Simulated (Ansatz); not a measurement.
**C2H6BN: vertical ionisation energy**

How much energy removes an electron from C2H6BN at fixed geometry? The cation is run at each level and the neutral's energy taken from earlier runs.

Computed with Ansatz 0.2.0, Gaussian basis. Level: unrestricted cation, the program's frozen cores in correlated methods.

Plan: UKS PBE-D4/def2-TZVPP; UKS r2SCAN-D4/def2-TZVPP; UKS PBE0-D4/def2-TZVPP; UKS B3LYP-D4/def2-TZVPP; UKS wB97X-V/def2-TZVPP; UKS wB97M-V/def2-TZVPP; UKS B2PLYP/def2-TZVPP; UHF-CCSD(T)/def2-TZVPP; UHF-CCSD(T)/def2-QZVPP; extrapolation to the limit; then −ε(HOMO) from the neutral's earlier runs with LDA (SPW92), PBE-D4, revPBE-D4, BLYP-D4, r2SCAN-D4, B97M-V, PBE0-D4, B3LYP-D4, r2SCANh-D4, r2SCAN0-D4, HSE06-D4, BHLYP-D4, CAM-B3LYP-D4, LC-ωPBE, ωB97X-V, ωB97M-V.

## Step 1: Structure used throughout

The geometry comes from an earlier relaxation with PBE0-D4 in a triple-zeta def2 set; it is a stationary point, not always the lowest conformer.

SMILES `[BH3-][N+]#CC`, 10 atoms, charge 0, spin multiplicity 1.

Atoms are counted from 1 here; the program's logs count them from 0.

Bond lengths: B1–N2 1.536 Å, B1–H5 1.211 Å, B1–H6 1.211 Å, B1–H7 1.211 Å, N2–C3 1.142 Å, C3–C4 1.443 Å, C4–H8 1.091 Å, C4–H9 1.091 Å, C4–H10 1.091 Å. Angles: N2–B1–H5 105.7°, N2–B1–H6 105.7°, N2–B1–H7 105.7°, H5–B1–H6 112.9°, H5–B1–H7 112.9°, H6–B1–H7 112.9°, B1–N2–C3 180.0°, N2–C3–C4 179.9°, C3–C4–H8 109.9°, C3–C4–H9 109.9°, C3–C4–H10 109.9°, H8–C4–H9 109.1°, H8–C4–H10 109.1°, H9–C4–H10 109.1°.

## Step 2: Cation, UKS PBE-D4/def2-TZVPP

in.yaml reads:

```yaml
crystal:
  periodic: [false, false, false]
  atoms:
    - {symbol: B, position_ang: [-1.047545, 1.302498, -1.229512]}
    - {symbol: N, position_ang: [-0.269852, 0.337689, -0.322211]}
    - {symbol: C, position_ang: [0.308993, -0.379754, 0.352475]}
    - {symbol: C, position_ang: [1.041813, -1.284963, 1.204009]}
    - {symbol: H, position_ang: [-1.755872, 0.604439, -1.921050]}
    - {symbol: H, position_ang: [-1.676272, 2.020412, -0.483470]}
    - {symbol: H, position_ang: [-0.209392, 1.901902, -1.866314]}
    - {symbol: H, position_ang: [2.078954, -1.350323, 0.870418]}
    - {symbol: H, position_ang: [1.020682, -0.924631, 2.234022]}
    - {symbol: H, position_ang: [0.591490, -2.278370, 1.164634]}
basis:
  gaussian: {orbitals: def2-TZVPP}
total_charge: 1
magnetization: {spin_polarized: true, initial_magnetization: 1}
hamiltonian: {xc: pbe, dispersion: d4}
```

Started as:

```console
$ ansatz run in.yaml --threads 2 --pin off --events-out ev --progress --plain --max-ram 32768MiB --backend cpu
```

Further steps of the session: Cation, UKS r2SCAN-D4/def2-TZVPP; Cation, UKS PBE0-D4/def2-TZVPP; Cation, UKS B3LYP-D4/def2-TZVPP; Cation, UKS wB97X-V/def2-TZVPP; Cation, UKS wB97M-V/def2-TZVPP; Cation, UKS B2PLYP (frozen core)/def2-TZVPP; Cation, UHF-CCSD(T)/def2-TZVPP; Cation, UHF-CCSD(T)/def2-QZVPP.

Q: Predict the results of all the runs planned. Wanted: ionisation energy, CCSD(T)/CBS; nearest functional by difference; nearest −ε(HOMO); −ε(HOMO) of PBE; T1 of the cation.

As calculated:

| quantity | value |
| --- | --- |
| ionisation energy, CCSD(T)/CBS | 10.35 eV |
| nearest functional by difference | ωB97M-V (-0.21 eV) |
| nearest −ε(HOMO) | LC-ωPBE (+0.03 eV) |
| −ε(HOMO) of PBE | 6.44 eV |
| T1 of the cation | 0.022 |

By cation minus neutral, the functionals miss by 0.51 eV at most. The PBE orbital energy is 3.9 eV too small: a semilocal HOMO is no ionisation energy. Among orbital estimates LC-ωPBE comes nearest. Hartree-Fock falls 1.04 eV short, as the neutral has more correlation energy than the cation.
